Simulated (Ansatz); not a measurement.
# Cs2AgSbBr6: the cost of one run

Program: Ansatz 0.2.0. Level of theory: DFT r2SCAN, scalar-relativistic, plane waves, PAW. These are calculated values, not measurements.

1 further run of the same task is left out (set aside as unsound or not needed).

## 1. Starting point

Symmetry: Fm-3m, No. 225, cubic system. The conventional cell has a = 11.242 Å, b = 11.242 Å, c = 11.242 Å, α = 90.00°, β = 90.00°, γ = 90.00°. Around Cs (site symmetry -43m) lie 12 Br at 3.97 Å. Ag (site symmetry m-3m) has 6 Br at 2.82 Å as nearest neighbours. Sb (site symmetry m-3m) is surrounded by 6 Br at 2.80 Å. Around Br (site symmetry 4mm) lie 1 Sb at 2.80 Å and 1 Ag at 2.82 Å and 4 Cs at 3.97 Å.

Structure file:

```xyz
10
Lattice="0.0000 5.6210 5.6210 5.6210 0.0000 5.6210 5.6210 5.6210 0.0000" Properties=species:S:1:pos:R:3 pbc="T T T"
Cs    8.4315    8.4315    8.4315
Cs    2.8105    2.8105    2.8105
Ag    5.6210    5.6210    5.6210
Sb    0.0000    0.0000    0.0000
Br    2.8044    5.6210    5.6210
Br    5.6210    5.6210    2.8044
Br    8.4377    5.6210    5.6210
Br    5.6210    2.8044    5.6210
Br    5.6210    8.4377    5.6210
Br    5.6210    5.6210    8.4377
```

It goes back to an entry of the Materials Project, which need not be the stable form.

This cell was relaxed beforehand with the same method: volume 35.52 Å³/atom, gap on the mesh 1.13 eV.

## 2. The cell scaled to 0.97 of its volume

The input, input.yaml:

```yaml
crystal:
  lattice:
    - [0.0, 5.5642413343, 5.5642413343]
    - [5.5642413343, 0.0, 5.5642413343]
    - [5.5642413343, 5.5642413343, 0.0]
  atoms:
    - { symbol: Cs, position: [0.75, 0.75, 0.75] }
    - { symbol: Cs, position: [0.25, 0.25, 0.25] }
    - { symbol: Ag, position: [0.5, 0.5, 0.5] }
    - { symbol: Sb, position: [0.0, 0.0, 0.0] }
    - { symbol: Br, position: [0.7505453688, 0.2494546312, 0.2494546312] }
    - { symbol: Br, position: [0.2494546312, 0.2494546312, 0.7505453688] }
    - { symbol: Br, position: [0.2494546312, 0.7505453688, 0.7505453688] }
    - { symbol: Br, position: [0.2494546312, 0.7505453688, 0.2494546312] }
    - { symbol: Br, position: [0.7505453688, 0.2494546312, 0.7505453688] }
    - { symbol: Br, position: [0.7505453688, 0.7505453688, 0.2494546312] }
basis:
  ecutwfc: 500
kpoints:
  mp_grid: { grid: [4, 4, 4] }
hamiltonian:
  xc: r2scan
scf:
  occupations: { method: gaussian, width: 0.02 }
output:
  forces: true
  stress: true
  eigenvalues: true
relax:
  adjacent_minimum: "off"
  f_tol: 0.01
  max_steps: 30
```

The run is started by

```
$ ansatz run input.yaml --threads 2 --pin off --max-ram 5120MiB --backend cpu --events-out ev --progress --plain --runs-dir out
```

Q: Estimate wall time and peak memory on 2 threads of Arm Neoverse V1, shared host.

About 46 s, with a peak of 1.7 GiB.
